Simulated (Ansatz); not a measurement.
**F₂H₄O₂Si₂: a ladder of functionals and wavefunction methods**

An exercise on one series of results from a longer session: the logs are not shown, and one member is left open.

The runs use Ansatz 0.2.0, Gaussian basis; functionals in def2-TZVPP, the program's frozen cores in correlated methods.

Levels to be run: PBE-D4, r2SCAN-D4, PBE0-D4, B3LYP-D4, ωB97X-V, ωB97M-V, B2PLYP; CCSD(T)/def2-TZVPP; MP2/def2-QZVPP; extrapolation to the limit.

## The geometry

The geometry comes from an earlier relaxation with PBE0-D4 in a triple-zeta def2 set; it is a stationary point, not always the lowest conformer.

10 atoms, charge 0, spin multiplicity 1.

Atoms are counted from 1 here; the program's logs count them from 0.

Bond lengths: O1–Si2 1.629 Å, O1–H7 0.960 Å, Si2–O3 1.633 Å, Si2–F4 1.592 Å, Si2–Si5 2.344 Å, O3–H8 0.959 Å, Si5–F6 1.610 Å, Si5–H9 1.484 Å, Si5–H10 1.485 Å. Angles: Si2–O1–H7 119.5°, O1–Si2–O3 113.2°, O1–Si2–F4 110.1°, O1–Si2–Si5 106.9°, O3–Si2–F4 103.4°, O3–Si2–Si5 113.3°, F4–Si2–Si5 109.9°, Si2–O3–H8 118.0°, Si2–Si5–F6 107.0°, Si2–Si5–H9 112.9°, Si2–Si5–H10 111.3°, F6–Si5–H9 108.2°, F6–Si5–H10 107.7°, H9–Si5–H10 109.5°.

Set-up of the first run:

Input file in.yaml:

```yaml
crystal:
  periodic: [false, false, false]
  atoms:
    - {symbol: O, position_ang: [-1.753196, -0.778392, 0.006177]}
    - {symbol: Si, position_ang: [-0.123807, -0.774697, -0.003191]}
    - {symbol: O, position_ang: [0.529835, -1.263523, 1.411746]}
    - {symbol: F, position_ang: [0.420621, -1.844851, -1.048996]}
    - {symbol: Si, position_ang: [0.547993, 1.378194, -0.640475]}
    - {symbol: F, position_ang: [0.399533, 2.320904, 0.656327]}
    - {symbol: H, position_ang: [-2.222338, -1.575699, 0.262216]}
    - {symbol: H, position_ang: [0.341463, -0.746894, 2.196936]}
    - {symbol: H, position_ang: [-0.289410, 1.948136, -1.724880]}
    - {symbol: H, position_ang: [1.974504, 1.397421, -1.052560]}
basis:
  gaussian: {orbitals: def2-TZVPP}
hamiltonian: {xc: pbe, dispersion: d4}
output: {forces: true, orbitals: {seedname: orbitals}}
```

Steps of the session up to this table: PBE-D4 (GGA); r2SCAN-D4 (meta-GGA); PBE0-D4 (hybrid); B3LYP-D4 (hybrid); ωB97X-V (range-separated); ωB97M-V (range-separated); B2PLYP (double hybrid); CCSD(T) in def2-TZVPP; MP2 in def2-QZVPP.

One of the session's tables, all rows but one given; the rest of the session is left out.

```
            method  atomisation energy (kJ/mol)
            PBE-D4                       3930.5
         r2SCAN-D4                       3905.1
           PBE0-D4                            ?
          B3LYP-D4                       3872.8
           ωB97X-V                       3916.4
           ωB97M-V                       3906.8
            B2PLYP                       3854.6
     HF/def2-TZVPP                       2825.7
    MP2/def2-TZVPP                       3924.1
   CCSD/def2-TZVPP                       3744.6
CCSD(T)/def2-TZVPP                       3802.1
           MP2/CBS                       4055.5
       CCSD(T)/CBS                       3933.6
```

**Question.** Estimate the row for PBE0-D4.

The run gave: atomisation energy (kJ/mol): 3838.9. In the column «atomisation energy (kJ/mol)» it lies between CCSD(T)/def2-TZVPP (3802.1) and B2PLYP (3854.6).
